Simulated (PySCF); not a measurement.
# C5H11NO (N,N-dimethylpropionamide): levels of theory compared

We compute a comparison of 6 runs (B2PLYP/6-31G*, B3LYP/6-31G*, CAM-B3LYP/6-31G*, PBE0/6-31G*, r2SCAN/6-31G*, wB97X/6-31G*) of C5H11NO (N,N-dimethylpropionamide). The job is set up through a Python script.

Program for the calculation: PySCF 2.14.0.

### 1 The system as given

The species is C5H11NO (18 atoms), meant as a singlet with charge 0. SMILES: `CCC(=O)N(C)C`. The C2–H12 distance was set to 2.401 Å, away from the relaxed value. At this shape a bond of the SMILES string is far longer than usual.

Bond lengths: C1–C2 1.529 Å, C2–C3 1.520 Å, C3–O4 1.217 Å, C3–N5 1.356 Å, N5–C6 1.446 Å, N5–C7 1.443 Å, C1–H8 1.087 Å, C1–H9 1.088 Å, C1–H10 1.088 Å, C2–H11 1.090 Å, C6–H13 1.088 Å, C6–H14 1.093 Å, C6–H15 1.092 Å, C7–H16 1.091 Å, C7–H17 1.096 Å, C7–H18 1.086 Å. Some angles: C1–C2–C3 110.4°, C2–C3–O4 120.9°, C2–C3–N5 117.5°, O4–C3–N5 121.5°, C3–N5–C6 118.8°, C3–N5–C7 125.7°, C6–N5–C7 115.1°, C1–C2–H11 111.1°, C3–C2–H11 111.6°, C2–C1–H8 109.7°.

### 2 The energy at B2PLYP/6-31G(d) (spherical functions) (run 1)

geometry.xyz

```xyz
18

C      0.120762    -2.254358    -0.117231
C      0.550142    -0.816238     0.175739
C     -0.652548     0.112592     0.148949
O     -0.988038     0.672342    -0.878711
N     -1.350058     0.267872     1.301549
C     -2.449448     1.206912     1.330589
C     -1.004888    -0.309098     2.578029
H     -0.384478    -2.296848    -1.078901
H      0.990352    -2.906978    -0.153181
H     -0.562318    -2.630278     0.641849
H      1.086352    -0.751848     1.122029
H      2.016440    -0.080240    -1.576870
H     -2.571898     1.612272     0.328209
H     -2.238448     2.020632     2.029349
H     -3.370888     0.704882     1.634269
H     -1.916098    -0.418468     3.167079
H     -0.313848     0.334812     3.133829
H     -0.557868    -1.292738     2.465069
```

job.py

```python
from pyscf import gto, dft, mp

mol = gto.M(
    atom='geometry.xyz',
    max_memory=1860,
    verbose=3,
    basis='6-31g*',
    spin=0,
)

mf = dft.RKS(mol, xc='0.53*HF + 0.47*B88, 0.73*LYP')
mf.conv_tol = 1e-10
mf.grids.level = 5
mf.kernel()
if not mf.converged:
    mf = mf.newton().run(mf.mo_coeff, mf.mo_occ)

pt = mp.MP2(mf, frozen=7).run()
e_tot = mf.e_tot + 0.27 * pt.e_corr
print('PT2 part  %.8f' % (0.27 * pt.e_corr))
print('Final energy', e_tot)
```

Started as:

```console
$ OMP_NUM_THREADS=1 python job.py
```

Log:

```text
converged SCF energy = -326.235284832893
E(RMP2) = -327.497932152926  E_corr = -1.26264732003362
E(SCS-RMP2) = -327.481225318397  E_corr = -1.24594048550465
PT2 part  -0.34091478
Final energy -326.57619960930174
```

Run time: 54 s. Hardware: 1 thread of Intel Xeon at 2.70GHz, shared host; peak memory 0.7 GiB.

### 3 The energy at B3LYP/6-31G(d) (spherical functions) (run 2)

run.py

```python
from pyscf import gto, dft

system = gto.M(
    atom=[
    ('C', (0.120762, -2.254358, -0.117231)),
    ('C', (0.550142, -0.816238, 0.175739)),
    ('C', (-0.652548, 0.112592, 0.148949)),
    ('O', (-0.988038, 0.672342, -0.878711)),
    ('N', (-1.350058, 0.267872, 1.301549)),
    ('C', (-2.449448, 1.206912, 1.330589)),
    ('C', (-1.004888, -0.309098, 2.578029)),
    ('H', (-0.384478, -2.296848, -1.078901)),
    ('H', (0.990352, -2.906978, -0.153181)),
    ('H', (-0.562318, -2.630278, 0.641849)),
    ('H', (1.086352, -0.751848, 1.122029)),
    ('H', (2.016440, -0.080240, -1.576870)),
    ('H', (-2.571898, 1.612272, 0.328209)),
    ('H', (-2.238448, 2.020632, 2.029349)),
    ('H', (-3.370888, 0.704882, 1.634269)),
    ('H', (-1.916098, -0.418468, 3.167079)),
    ('H', (-0.313848, 0.334812, 3.133829)),
    ('H', (-0.557868, -1.292738, 2.465069)),
],
    verbose=4,
    max_memory=1860,
    basis='6-31g*',
    charge=0,
)

mf = dft.RKS(system)
mf.xc = 'b3lyp'
mf.conv_tol = 1e-10
mf.grids.level = 5
mf.kernel()
if not mf.converged:
    mf = mf.newton().run(mf.mo_coeff, mf.mo_occ)

e_tot = mf.e_tot
print('Final energy', e_tot)
```

Started as:

```console
$ OMP_NUM_THREADS=1 python run.py
```

Log:

```text
PySCF version 2.14.0

[... 94 lines left out ...]
converged SCF energy = -326.958139329912
Final energy -326.9581393299124
```

Run time: 62 s. Hardware: 1 thread of Intel Xeon at 2.70GHz, shared host; peak memory 0.7 GiB.

Runs 3 to 4 aren't shown in full; the table further down has their settings and results.

### 4 The energy at r2SCAN/6-31G(d) (spherical functions) (run 5)

calc.py

```python
from pyscf import gto, dft

mol = gto.M(
    atom='''
C      0.228207    -4.260119    -0.221534
C      1.039618    -1.542466     0.332099
C     -1.233137     0.212768     0.281473
O     -1.867121     1.270542    -1.660523
N     -2.551240     0.506205     2.459571
C     -4.628786     2.280733     2.514449
C     -1.898963    -0.584111     4.871769
H     -0.726558    -4.340414    -2.038827
H      1.871494    -5.493392    -0.289470
H     -1.062627    -4.970505     1.212919
H      2.052908    -1.420787     2.120328
H      3.810519    -0.151632    -2.979852
H     -4.860183     3.046753     0.620225
H     -4.230054     3.818441     3.834914
H     -6.370055     1.332034     3.088321
H     -3.620900    -0.790790     5.984912
H     -0.593087     0.632703     5.922079
H     -1.054218    -2.442921     4.658305
''',
    basis='6-31g*',
    unit='bohr',
    max_memory=1860,
    verbose=3,
)

mf = dft.RKS(mol)
mf.xc = 'r2scan'
mf.grids.level = 5
mf.conv_tol = 1e-10
mf.kernel()
if not mf.converged:
    mf = mf.newton().run(mf.mo_coeff, mf.mo_occ)

e_final = mf.e_tot
print(f'total energy: {e_final:.8f} hartree')
```

Started as:

```console
$ OMP_NUM_THREADS=1 python calc.py
```

Log:

```text
converged SCF energy = -326.760255274463
total energy: -326.76025527 hartree
```

It took 2 min on 1 thread of Intel Xeon at 2.70GHz, shared host; peak memory 0.76 GiB.

### 5 A single-point energy at wB97X/6-31G(d) (spherical functions) (run 6)

job.py

```python
from pyscf import gto, dft

molecule = gto.M(
    atom='''
C      0.120762    -2.254358    -0.117231
C      0.550142    -0.816238     0.175739
C     -0.652548     0.112592     0.148949
O     -0.988038     0.672342    -0.878711
N     -1.350058     0.267872     1.301549
C     -2.449448     1.206912     1.330589
C     -1.004888    -0.309098     2.578029
H     -0.384478    -2.296848    -1.078901
H      0.990352    -2.906978    -0.153181
H     -0.562318    -2.630278     0.641849
H      1.086352    -0.751848     1.122029
H      2.016440    -0.080240    -1.576870
H     -2.571898     1.612272     0.328209
H     -2.238448     2.020632     2.029349
H     -3.370888     0.704882     1.634269
H     -1.916098    -0.418468     3.167079
H     -0.313848     0.334812     3.133829
H     -0.557868    -1.292738     2.465069
''',
    basis='6-31g*',
    verbose=4,
    max_memory=1860,
    charge=0,
)

ks = dft.RKS(molecule, xc='wb97x')
ks.grids.level = 5
ks.conv_tol = 1e-10
ks.kernel()
if not ks.converged:
    ks = ks.newton().run(ks.mo_coeff, ks.mo_occ)

etot = ks.e_tot
print('E = %.10f Eh' % etot)
```

Started as:

```console
$ OMP_NUM_THREADS=1 python job.py
```

Log:

```text
PySCF version 2.14.0

[... 93 lines left out ...]
converged SCF energy = -326.858999202589
E = -326.8589992026 Eh
```

Wall time 1.8 min (1 thread of Intel Xeon at 2.70GHz, shared host); peak memory 0.7 GiB.

### 6 Overview of the runs

```csv
run,level,frozen core orbitals,energy (Eh),dipole moment (D),HOMO energy (eV),LUMO energy (eV),wall time
1,B2PLYP/6-31G* (spherical functions),7,-326.576200,5.07,-7.40,-1.48,54 s
2,B3LYP/6-31G* (spherical functions),–,-326.958139,4.84,-6.34,-2.91,62 s
3,CAM-B3LYP/6-31G* (spherical functions),–,-326.774015,4.83,-7.82,-1.61,1.8 min
4,PBE0/6-31G* (spherical functions),–,-326.566882,4.78,-6.58,-2.71,58 s
5,r2SCAN/6-31G* (spherical functions),–,-326.760255,4.85,-5.47,-3.49,2 min
6,wB97X/6-31G* (spherical functions),–,-326.858999,4.86,-8.80,-0.68,1.8 min
```

### 7 What came out

| quantity | value |
| --- | --- |
| run 6: total energy | -326.85900 Eh |
| run 6: dipole moment | 4.86 D |
| run 6: HOMO energy | -8.80 eV |
| run 6: LUMO energy | -0.68 eV |
| run 6: HOMO–LUMO gap | 8.12 eV |

In words: The dipole moment (its size) runs from 4.78 D (PBE0/6-31G*) to 5.07 D (B2PLYP/6-31G*). A double hybrid's value is that of its SCF part. The HOMO–LUMO gap runs from 1.97 eV (r2SCAN/6-31G*) to 8.12 eV (wB97X/6-31G*). Totals of different functionals can't be ranked against each other. In runs 1, 2, 3, 4, 5, 6 a closed-shell determinant meets a far-stretched bond, which it describes badly. All runs together took 8.5 min, the longest 2 min.
